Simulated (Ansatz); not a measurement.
# FeO: further runs on the relaxed cell

An exercise on one series of results from a longer session: the logs are not shown, and one member is left open.

Computed with Ansatz 0.2.0 (DFT PBEsol, scalar-relativistic, plane waves, PAW, unless a step's input says otherwise).

2 further runs of the same task are left out: 2 set aside as unsound or not needed.

## The structure to begin with

Symmetry: Fm-3m, No. 225, cubic system. Conventional cell: a = 4.246 Å, b = 4.246 Å, c = 4.246 Å, α = 90.00°, β = 90.00°, γ = 90.00°. Fe (site symmetry m-3m) is surrounded by 6 O at 2.12 Å. O (site symmetry m-3m) is surrounded by 6 Fe at 2.12 Å.

As a file:

```cif
data_structure
_symmetry_space_group_name_H-M 'P 1'
_symmetry_Int_Tables_number 1
_cell_length_a 3.0026
_cell_length_b 3.0026
_cell_length_c 3.0026
_cell_angle_alpha 59.978
_cell_angle_beta 59.978
_cell_angle_gamma 59.978
_cell_volume 19.13
loop_
_atom_site_label
_atom_site_type_symbol
_atom_site_fract_x
_atom_site_fract_y
_atom_site_fract_z
_atom_site_occupancy
Fe1 Fe 0.00000 0.00000 0.00000 1
O1 O 0.50000 0.50000 0.50000 1
```

It is the result of an earlier relaxation at this level (volume 9.57 Å³/atom; gap on the mesh: none (metal), site moments up to 3.4 μB).

The first run:

Input file input.yaml:

```yaml
crystal:
  lattice:
    - [1.5008169881, 0.8664970921, 2.4520267158]
    - [-1.5008169881, 0.8664970921, 2.4520267158]
    - [0.0, -1.7329941842, 2.4520267158]
  atoms:
    - { symbol: Fe, position: [0.0, 0.0, 0.0], spin: 3.76 }
    - { symbol: O, position: [0.5, 0.5, 0.5], spin: 0.37 }
basis:
  ecutwfc: 420
kpoints:
  mp_grid: { grid: [18, 18, 18] }
  band_path:
    path:
      - [[0.0, 0.0, 0.0], [0.5, 0.5, 0.5], [0.75008174, 0.24991826, 0.5]]
      - [[0.5, -0.24991826, 0.24991826], [0.5, 0.0, 0.0], [0.0, 0.0, 0.0], [0.37495913, -0.37495913, 0.0]]
      - [[0.62504087, 0.0, 0.37495913], [0.5, 0.0, 0.5], [0.0, 0.0, 0.0]]
    npoints: 14
hamiltonian:
  xc: pbesol
scf:
  occupations: { method: gaussian, width: 0.1 }
  n_extra_bands: 6
output:
  forces: true
  stress: true
  eigenvalues: true
  populations: true
  dos: { projected: true, de: 0.02, nscf_kmesh: { grid: [27, 27, 27] } }
  bader: true
  write_density: true
  write_potential: true
  elf: true
  volumetric_format: npy
magnetization:
  spin_polarized: true
checkpoint:
  read: start.run
  write: ck
  compress: false
  write_wavefunctions: false
  write_every: 100000
```

Command:

```sh
$ ansatz run input.yaml --threads 1 --pin off --max-ram 2560MiB --backend cpu --events-out ev --progress --plain --runs-dir out
```

Among the steps run: Electronic structure at the relaxed geometry; Volume × 0.97; The cell scaled to 1.03 of its volume; Point at V/V0 = 0.94; Point at V/V0 = 1.06.

One of the session's tables, all rows but one given; the rest of the session is left out.

It belongs to the step «Fit of the equation of state». 

| volume (Å³/atom) | energy above the lowest point (meV/atom) | pressure (GPa) | largest moment (μB) |
| --- | --- | --- | --- |
| 8.992 | 25.0 | 14.19 | 3.36 |
| 9.279 | ? | ? | ? |
| 9.566 | 0.0 | 0.01 | 3.42 |
| 9.853 | 5.4 | -5.77 | 3.43 |
| 10.140 | 20.3 | -10.67 | 3.45 |

**Question.** Estimate the row for volume (Å³/atom) = 9.279.

Worked estimate for «energy above the lowest point (meV/atom)». A straight line through the neighbours (8.992, 25.0) and (9.566, 0.0) gives 25.0 + (0.0 − 25.0) × (9.279 − 8.992) / (9.566 − 8.992) = 12.5; a parabola fitted to 3 rows on both sides gives 6.5.

As computed: energy above the lowest point (meV/atom): 5.9; pressure (GPa): 6.79; largest moment (μB): 3.40. In «energy above the lowest point (meV/atom)» the line misses by +6.6 and the parabola by +0.6.

Caveats from the session: Without a U such compounds often come out metallic though many are antiferromagnetic insulators. Warnings in the runs' records: moment headroom below auto.
